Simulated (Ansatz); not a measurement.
# C2H7ClSSi: one species, many methods

Aim: compute C2H7ClSSi with functionals from several rungs and with coupled cluster, and see how far each lands from CCSD(T) at the basis-set limit for the atomisation energy.

Computed with Ansatz 0.2.0, Gaussian basis. Level: functionals in def2-TZVPP, the program's frozen cores in correlated methods.

Plan: PBE-D4, r2SCAN-D4, PBE0-D4, B3LYP-D4, ωB97X-V, ωB97M-V, B2PLYP; CCSD(T)/def2-TZVPP; MP2/def2-QZVPP; extrapolation to the limit.

### 1 The geometry

An earlier PBE0-D4 in a triple-zeta def2 set relaxation fixed the geometry.

SMILES `C[SiH](S)CCl`, 12 atoms, charge 0, spin multiplicity 1.

Atoms are counted from 1 here; the program's logs count them from 0.

Bond lengths: C1–Si2 1.864 Å, C1–H6 1.092 Å, C1–H7 1.093 Å, C1–H8 1.092 Å, Si2–S3 2.135 Å, Si2–C4 1.886 Å, Si2–H9 1.486 Å, S3–H10 1.345 Å, C4–Cl5 1.786 Å, C4–H11 1.092 Å, C4–H12 1.090 Å. Angles: Si2–C1–H6 110.6°, Si2–C1–H7 110.6°, Si2–C1–H8 111.1°, H6–C1–H7 107.9°, H6–C1–H8 108.2°, H7–C1–H8 108.4°, C1–Si2–S3 107.1°, C1–Si2–C4 110.5°, C1–Si2–H9 111.3°, S3–Si2–C4 109.8°, S3–Si2–H9 111.1°, C4–Si2–H9 107.0°, Si2–S3–H10 93.6°, Si2–C4–Cl5 110.0°, Si2–C4–H11 111.4°, Si2–C4–H12 111.8°, Cl5–C4–H11 107.2°, Cl5–C4–H12 107.4° and more.

### 2 PBE-D4 (GGA)

The input, in.yaml:

```yaml
crystal:
  periodic: [false, false, false]
  atoms:
    - {symbol: C, position_ang: [-1.112822, 1.215234, 0.692373]}
    - {symbol: Si, position_ang: [0.187707, -0.104091, 0.489258]}
    - {symbol: S, position_ang: [2.084592, 0.874505, 0.513929]}
    - {symbol: C, position_ang: [-0.041638, -1.011729, -1.147453]}
    - {symbol: Cl, position_ang: [1.216615, -2.265996, -1.332910]}
    - {symbol: H, position_ang: [-0.984420, 1.737165, 1.643288]}
    - {symbol: H, position_ang: [-2.112458, 0.773412, 0.683188]}
    - {symbol: H, position_ang: [-1.053942, 1.952505, -0.111448]}
    - {symbol: H, position_ang: [0.098234, -1.121912, 1.567855]}
    - {symbol: H, position_ang: [2.763217, -0.250897, 0.228138]}
    - {symbol: H, position_ang: [-1.008931, -1.516006, -1.191771]}
    - {symbol: H, position_ang: [0.041046, -0.337291, -2.000349]}
basis:
  gaussian: {orbitals: def2-TZVPP}
hamiltonian: {xc: pbe, dispersion: d4}
output: {forces: true, orbitals: {seedname: orbitals}}
```

Launch:

```
$ ansatz run in.yaml --threads 4 --pin off --events-out ev --progress --plain --max-ram 10444MiB
```

After this run come: r2SCAN-D4 (meta-GGA); PBE0-D4 (hybrid); B3LYP-D4 (hybrid); ωB97X-V (range-separated); ωB97M-V (range-separated); B2PLYP (double hybrid); CCSD(T) in def2-TZVPP; MP2 in def2-QZVPP.

Q: Predict the results of all the runs planned. Wanted: atomisation energy, CCSD(T)/CBS; farthest; mean size of error, hybrid; mean size of error, range-separated; gap, smallest and largest; T1 diagnostic; triples share of the correlation energy.

The runs gave:

```
                               quantity                                           value
        atomisation energy, CCSD(T)/CBS                                       43.121 eV
    functionals within 0.216 eV (0.5 %)  r2SCAN-D4, PBE0-D4, B3LYP-D4, ωB97X-V, ωB97M-V
                               farthest                              B2PLYP (-0.695 eV)
             mean size of error, hybrid                                        0.129 eV
    mean size of error, range-separated                                        0.185 eV
              gap, smallest and largest            5.28 eV (PBE-D4), 11.97 eV (ωB97X-V)
                          T1 diagnostic                                          0.0100
triples share of the correlation energy                                           4.1 %
```

In words: PBE-D4 misses by +0.490 eV. Double hybrids carry the basis error of their MP2 part in triple zeta, and no dispersion term here, so their miss is partly the set-up's. Misses under about 0.216 eV are within the doubt on the reference itself, which lacks core-valence correlation, relativity and higher excitations. Hartree-Fock recovers 74 % of the binding; the rest is correlation. The gap grows from 5.3 to 12.0 eV across the functionals, mostly with the share of exact exchange.
